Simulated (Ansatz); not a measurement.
# Co (Co (0001), 3 layers): how the settings move a single-point run

How sensitive is a single-point run of Co (Co (0001), 3 layers) to its settings? A reference run comes first, then one run with altered input.

Method: reference: DFT, PBE, all-electron LAPW, scalar-relativistic, in Ansatz 0.2.0.

**1. The structure to begin with**

It takes space group P-6m2 (No. 187, hexagonal). The conventional cell has a = 2.493 Å, b = 2.493 Å, c = 20.037 Å, α = 90.00°, β = 90.00°, γ = 120.00°. Around Co (site symmetry 3m) lie 9 Co at 2.48 to 2.49 Å. Co (site symmetry -6m2) has 12 Co at 2.48 to 2.49 Å as nearest neighbours.

Structure file:

```xyz
3
Lattice="2.4930 0.0000 0.0000 -1.2465 2.1590 0.0000 0.0000 0.0000 20.0369" Properties=species:S:1:pos:R:3 pbc="T T T"
Co    0.0000    0.0000    8.0000
Co    0.0000    1.4394   10.0184
Co    0.0000    0.0000   12.0369
```

**2. The reference run**

Input file input.yaml:

```yaml
crystal:
  lattice:
    - [2.4930397743, 0.0, 0.0]
    - [-1.2465198872, 2.1590357772, 0.0]
    - [0.0, 0.0, 20.0369]
  atoms:
    - { symbol: Co, position: [0.0, 0.0, 0.3992626231], spin: 1.7 }
    - { symbol: Co, position: [0.333333334, 0.666666666, 0.5], spin: 1.7 }
    - { symbol: Co, position: [0.0, 0.0, 0.6007373769], spin: 1.7 }
magnetization:
  spin_polarized: true
kpoints:
  mp_grid: { grid: [15, 15, 1] }
scf:
  occupations: { method: fermi_dirac, width: 0.1 }
hamiltonian:
  xc: pbe
  pseudopotentials: { kind: all_electron, lapw: { basis_error: 0.001 } }
output:
  forces: true
  stress: true
  eigenvalues: true
  populations: true
  dos: { projected: true, de: 0.2, e_range: [-14, 8] }
efield:
  axis: 3
  amplitude: 0
  dipole_correction: true
```

Started as:

```console
$ ansatz run input.yaml --threads 2 --pin off --max-ram 6144MiB --backend cpu --events-out ev --progress --plain --runs-dir out
```

**3. Variant: mp_grid.grid [22, 22, 1]**

Edit input.yaml of step 2 so:

```diff
@@ -12,3 +12,3 @@
 kpoints:
-  mp_grid: { grid: [15, 15, 1] }
+  mp_grid: { grid: [22, 22, 1] }
 scf:
@@ -23,3 +23,2 @@
   populations: true
-  dos: { projected: true, de: 0.2, e_range: [-14, 8] }
 efield:
```

**Question.** What will these runs give? Wanted: for each run, ending; energy change; abs. moment; force.

**Answer**, as computed:

```
                        run     ending  energy change  abs. moment (μB)  force (eV/Å)  cycles  time
                  reference  converged              0              5.63          0.22      13  47 s
1: mp_grid.grid [22, 22, 1]  converged  +1.4 meV/atom              5.66          0.21      13  84 s
```

Times don't compare one to one where runs were asked for different outputs or read a saved state (see the inputs); cycles may leave out searches for a lower state.

Residual by cycle in the longest SCF loop of each run; runs are numbered as in the table. The quantity is the density residual dr2, in eV.

```
cycle  reference    run 1
    1        6.7     6.72
    2        2.2     2.33
    3      0.375     0.43
    4    0.00398  0.00465
    5     0.0105   0.0138
    6    0.00207  0.00245
    8     2.6e-4   1.9e-4
    9     3.1e-6   6.9e-6
   10     2.7e-7   2.3e-6
   11     6.0e-8   2.2e-8
   12     1.2e-7   7.1e-9
   13     7.5e-9   2.6e-9
```

**Reading.** Changing the k-point mesh moves the energy by +1.4 meV/atom. The energy is not variational in the mesh, so the sign tells nothing.
